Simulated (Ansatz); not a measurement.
Ta3AsAu2O13:

```
CELL_PARAMETERS angstrom
5.24237 3.02668 4.14273
-5.24237 3.02668 4.14273
0.00000 -6.05337 4.14273
ATOMIC_POSITIONS crystal
Ta 0.23108 0.57229 0.23108
Ta 0.23108 0.23108 0.57229
Ta 0.57229 0.23108 0.23108
As 0.55878 0.55878 0.55878
Au 0.96559 0.96559 0.96559
Au 0.75105 0.75105 0.75105
O 0.40884 0.66762 0.40884
O 0.40884 0.40884 0.66762
O 0.66762 0.40884 0.40884
O 0.49726 0.01313 0.36024
O 0.36024 0.49726 0.01313
O 0.01313 0.36024 0.49726
O 0.36024 0.01313 0.49726
O 0.01313 0.49726 0.36024
O 0.49726 0.36024 0.01313
O 0.10963 0.74806 0.10963
O 0.10963 0.10963 0.74806
O 0.74806 0.10963 0.10963
O 0.30840 0.30840 0.30840
```

The cell was built by a generator and needn't be a form met in nature.

Base run:

* Program: Ansatz 0.2.0
* Functional: PBEsol
* Potentials or basis: all-electron LAPW, scalar-relativistic
* Cutoff: 566 eV
* Density cutoff: 2262 eV
* Basis error allowed: 0.003 eV/atom
* k mesh: 3 × 3 × 3
* Occupations: fermi-dirac, width 0.05 eV
* Spin: no spin polarisation

Its results: band gap on the k mesh 1.05 eV, indirect (least direct gap 1.10 eV); pressure -3.0 GPa; largest force 0.380 eV/Å.

After a change of settings the same cell gave: band gap on the k mesh 1.15 eV, indirect (least direct gap 1.20 eV); pressure 2.1 GPa; largest force 0.205 eV/Å. Which change was it?
A. functional from PBEsol to LDA
B. functional from PBEsol to PBE
C. functional from PBEsol to RPBE
D. functional from PBEsol to PBE; hubbard terms from none to Au d U = 3 eV, Ta d U = 3 eV

C.

RPBE binds less tightly than PBEsol, so the same cell stands under more pressure.

Caveats: spin-orbit coupling is left out, which moves the levels of the heavy elements.

Not every run made on this cell is shown here.
